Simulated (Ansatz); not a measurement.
# CH4OSe: one structure at several levels

An exercise on one series of results from a longer session: the logs are not shown, and one member is left open.

Computed with Ansatz 0.2.0, Gaussian basis. Level: single points in def2-TZVPP.

Correlated methods freeze the cores. Filled d shells of the heavier atoms are correlated.

### Where the work starts

SMILES `C[Se]O`, 7 atoms, charge 0, spin multiplicity 1.

Atoms are counted from 1 here; the program's logs count them from 0.

Bond lengths: C1–Se2 1.906 Å, C1–H4 0.937 Å, C1–H5 1.130 Å, C1–H6 1.282 Å, Se2–O3 1.799 Å, O3–H7 0.988 Å. Angles: Se2–C1–H4 111.5°, Se2–C1–H5 113.1°, Se2–C1–H6 105.2°, H4–C1–H5 114.9°, H4–C1–H6 105.1°, H5–C1–H6 106.2°, C1–Se2–O3 102.2°, Se2–O3–H7 107.4°.

Coordinates:

```xyz
7
charge 0, multiplicity 1
C    -0.7667    0.4237   -0.4260
Se    1.1377    0.3815   -0.3513
O     1.4518   -1.1917    0.4630
H    -1.1175   -0.4010   -0.7007
H    -1.1678    1.3206   -0.9838
H    -1.1478    0.5596    0.7909
H     1.6323   -0.9998    1.4156
```

Set-up of the first run:

run/in.yaml reads:

```yaml
crystal:
  periodic: [false, false, false]
  atoms:
    - {symbol: C, position_ang: [-0.766700, 0.423700, -0.426000]}
    - {symbol: Se, position_ang: [1.137700, 0.381500, -0.351300]}
    - {symbol: O, position_ang: [1.451800, -1.191700, 0.463000]}
    - {symbol: H, position_ang: [-1.117500, -0.401000, -0.700700]}
    - {symbol: H, position_ang: [-1.167800, 1.320600, -0.983800]}
    - {symbol: H, position_ang: [-1.147800, 0.559600, 0.790900]}
    - {symbol: H, position_ang: [1.632300, -0.999800, 1.415600]}
basis:
  gaussian: {orbitals: def2-TZVPP}
correlation: {method: ccsd_t}
output: {forces: true}
```

The command line of these runs was not kept.

Among the steps run: CCSD(T)/def2-TZVPP; PBE0-D4/def2-TZVPP; wB97M-V/def2-TZVPP; r2SCAN-D4/def2-TZVPP; PBE-D4/def2-TZVPP; SPW92/def2-TZVPP; B97M-V/def2-TZVPP.

One of the session's tables, all rows but one given; the rest of the session is left out.

```
   method  RMS force component (eV/Å)  angle to CCSD(T) forces (°)  dipole (D)
  CCSD(T)                       2.954                    reference        1.79
  PBE0-D4                       2.974                          1.6        1.83
  wB97M-V                           ?                            ?           ?
r2SCAN-D4                       2.937                          0.7        1.79
   PBE-D4                       2.945                          4.2        1.72
    SPW92                       2.967                          5.4        1.85
   B97M-V                       2.912                          2.0        1.70
```

Q: Estimate the row for wB97M-V from the others.

As computed: RMS force component (eV/Å): 2.941; angle to CCSD(T) forces (°): 1.4; dipole (D): 1.82. In the column «RMS force component (eV/Å)» it lies between r2SCAN-D4 (2.937) and PBE-D4 (2.945).
